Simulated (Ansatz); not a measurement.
# ZnF2 (SMILES [F][Zn][F]): single points off equilibrium

Aim: energy, forces and dipole at a structure displaced at random from a GFN2-xTB minimum, from CCSD(T) and from density functionals.

Program: Ansatz 0.2.0, Gaussian basis. Level of theory: single points in def2-TZVPP. These are calculated values, not measurements.

Cores are frozen in the correlated methods. The 3s and 3p shells of Cu and Zn are frozen; filled d shells are correlated. B3LYP uses VWN-RPA correlation.

**1. The starting structure**

SMILES `[F][Zn][F]`, 3 atoms, charge 0, spin multiplicity 1.

Atoms are counted from 1 here; the program's logs count them from 0.

Bond lengths: F1–Zn2 1.636 Å, Zn2–F3 1.683 Å. Angles: F1–Zn2–F3 116.2°.

Coordinates:

```
F    -1.22900    0.28200   -0.63280
Zn    0.17770    0.47350    0.17950
F     1.05930   -0.92910    0.47820
```

**2. CCSD(T)/def2-TZVPP**

Contents of run/in.yaml:

```yaml
crystal:
  periodic: [false, false, false]
  atoms:
    - {symbol: F, position_ang: [-1.229000, 0.282000, -0.632800]}
    - {symbol: Zn, position_ang: [0.177700, 0.473500, 0.179500]}
    - {symbol: F, position_ang: [1.059300, -0.929100, 0.478200]}
basis:
  gaussian: {orbitals: def2-TZVPP}
correlation: {method: ccsd_t, frozen_orbitals: {F: 1, Zn: 9}}
output: {forces: true}
```

The command line of these runs was not kept.

**3. PBE0-D4/def2-TZVPP**

run/in.yaml, as its differences from that of step 2:

```diff
@@ -8,3 +8,3 @@
   gaussian: {orbitals: def2-TZVPP}
-correlation: {method: ccsd_t, frozen_orbitals: {F: 1, Zn: 9}}
-output: {forces: true}
+hamiltonian: {xc: pbe0, dispersion: d4}
+output: {forces: true, orbitals: {seedname: orbitals}}
```

**4. wB97M-V/def2-TZVPP**

run/in.yaml, as its differences from that of step 3:

```diff
@@ -8,3 +8,3 @@
   gaussian: {orbitals: def2-TZVPP}
-hamiltonian: {xc: pbe0, dispersion: d4}
-output: {forces: true, orbitals: {seedname: orbitals}}
+hamiltonian: {xc: {name: wB97M-V}}
+output: {forces: true}
```

**5. r2SCAN-D4/def2-TZVPP**

run/in.yaml, as its differences from that of step 4:

```diff
@@ -8,3 +8,3 @@
   gaussian: {orbitals: def2-TZVPP}
-hamiltonian: {xc: {name: wB97M-V}}
+hamiltonian: {xc: r2scan, dispersion: d4}
 output: {forces: true}
```

**6. PBE-D4/def2-TZVPP**

run/in.yaml, as its differences from that of step 5:

```diff
@@ -8,3 +8,3 @@
   gaussian: {orbitals: def2-TZVPP}
-hamiltonian: {xc: r2scan, dispersion: d4}
+hamiltonian: {xc: pbe, dispersion: d4}
 output: {forces: true}
```

**7. r2SCANh-D4/def2-TZVPP**

run/in.yaml, as its differences from that of step 6:

```diff
@@ -8,3 +8,3 @@
   gaussian: {orbitals: def2-TZVPP}
-hamiltonian: {xc: pbe, dispersion: d4}
+hamiltonian: {xc: {name: r2SCANh}, dispersion: d4}
 output: {forces: true}
```

**8. B3LYP-D4/def2-TZVPP**

run/in.yaml, as its differences from that of step 7:

```diff
@@ -8,3 +8,3 @@
   gaussian: {orbitals: def2-TZVPP}
-hamiltonian: {xc: {name: r2SCANh}, dispersion: d4}
+hamiltonian: {xc: {name: B3LYP}, dispersion: d4}
 output: {forces: true}
```

(Steps that only read results are left out.)

**Question.** What will these runs give? Wanted: energy less free atoms, CCSD(T)/def2-TZVPP; RMS force component; RMS force error; HOMO and LUMO, PBE0-D4; T1 diagnostic.

As calculated:

| quantity | value |
| --- | --- |
| energy less free atoms, CCSD(T)/def2-TZVPP | -643.6 kJ/mol |
| RMS force component | 1.839 to 2.093 eV/Å over the methods |
| RMS force error | PBE0-D4 0.011, wB97M-V 0.089, r2SCAN-D4 0.073, PBE-D4 0.192, r2SCANh-D4 0.108, B3LYP-D4 0.148 eV/Å |
| HOMO and LUMO, PBE0-D4 | -9.78 and -3.29 eV |
| T1 diagnostic | 0.019 |

**Reading.** Against CCSD(T) the functionals' energies less atoms differ by -37.2 to +14.2 kJ/mol, PBE-D4 by -37.2 kJ/mol. The reference is not at the basis limit: in triple zeta CCSD(T) underbinds, which counts against methods that bind more; the gaps are no ranking. The forces of PBE0-D4 come nearest to CCSD(T), those of PBE-D4 are farthest. Frozen-core CCSD(T) forces in triple zeta carry basis errors of their own, and this is one geometry, so small gaps rank nothing.
